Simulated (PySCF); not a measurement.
**As2 at other levels of theory**

Aim: see what other levels and later steps give for As2.

Computed with PySCF 2.14.0. Level: method and basis as typed in the scripts.

## Step 1: Starting geometry

As2: 2 atoms, charge 0, spin multiplicity 1.

No contacts short enough for the rule that draws bonds.

## Step 2: The base run

The input, input.py:

```python
from pyscf import gto, scf

mol = gto.M(
    atom='As 0 0 0; As 0 0 2.702',
    basis='cc-pvdz',
    charge=0,
    spin=0,
    verbose=4,
)
mf = scf.RHF(mol)
mf.kernel()
mf.nuc_grad_method().kernel()
mf.dip_moment()
print('orbital energies (hartree):', mf.mo_energy[..., max(0, mol.nelec[1]-3):mol.nelec[0]+3].round(4))
```

Run with:

```console
$ python input.py
```

## Step 3: SCF alone

Run 1 changes step after the SCF: gradient → none.

input.py, as its differences from that of step 2:

```diff
@@ -11,3 +11,2 @@
 mf.kernel()
-mf.nuc_grad_method().kernel()
 mf.dip_moment()
```

## Step 4: B3lyp (RKS)

Run 2 changes functional: none (Hartree–Fock) → b3lyp; SCF type: RHF → RKS; step after the SCF: gradient → analyze.

The input, input.py:

```python
from pyscf import gto, dft

mol = gto.M(
    atom='As 0 0 0; As 0 0 2.702',
    basis='cc-pvdz',
    charge=0,
    spin=0,
    verbose=4,
)
mf = dft.RKS(mol, xc='b3lyp')
mf.kernel()
mf.analyze()
print('orbital energies (hartree):', mf.mo_energy[..., max(0, mol.nelec[1]-3):mol.nelec[0]+3].round(4))
```

## Step 5: NEVPT2

Run 3 changes step after the SCF: gradient → nevpt2; active space: none → 6 electrons in 8 orbitals.

input.py, as its differences from that of step 2:

```diff
@@ -1,2 +1,2 @@
-from pyscf import gto, scf
+from pyscf import gto, scf, mcscf, mrpt
 
@@ -11,3 +11,6 @@
 mf.kernel()
-mf.nuc_grad_method().kernel()
+mc = mcscf.CASSCF(mf, 8, 6)
+mc.kernel()
+mc.analyze()
+mrpt.NEVPT(mc).kernel()
 mf.dip_moment()
```

## Step 6: Population analysis

Run 4 changes step after the SCF: gradient → analyze.

input.py, as its differences from that of step 2:

```diff
@@ -11,4 +11,3 @@
 mf.kernel()
-mf.nuc_grad_method().kernel()
-mf.dip_moment()
+mf.analyze()
 print('orbital energies (hartree):', mf.mo_energy[..., max(0, mol.nelec[1]-3):mol.nelec[0]+3].round(4))
```

Before running it: what results should come out? Wanted: for each run, E(SCF); from base; gap; after the SCF.

The runs gave:

| run | E(SCF) (hartree) | from base (eV) | cycles | gap (eV) | after the SCF |
| --- | --- | --- | --- | --- | --- |
| base | -4468.219208 | 0 | 7 | 6.62 | n/a |
| SCF alone | -4468.219208 | 0.0000 | 7 | 6.62 | n/a |
| b3lyp (RKS) | -4471.704743 | not comparable | 7 | 2.39 | n/a |
| NEVPT2 | -4468.219208 | 0.0000 | 7 | 6.62 | NEVPT2 correlation -9.174 eV (from the SCF energy, the CASSCF gain included) |
| population analysis | -4468.219208 | 0.0000 | 7 | 6.62 | n/a |

In words: A lower total energy from another functional means nothing by itself.
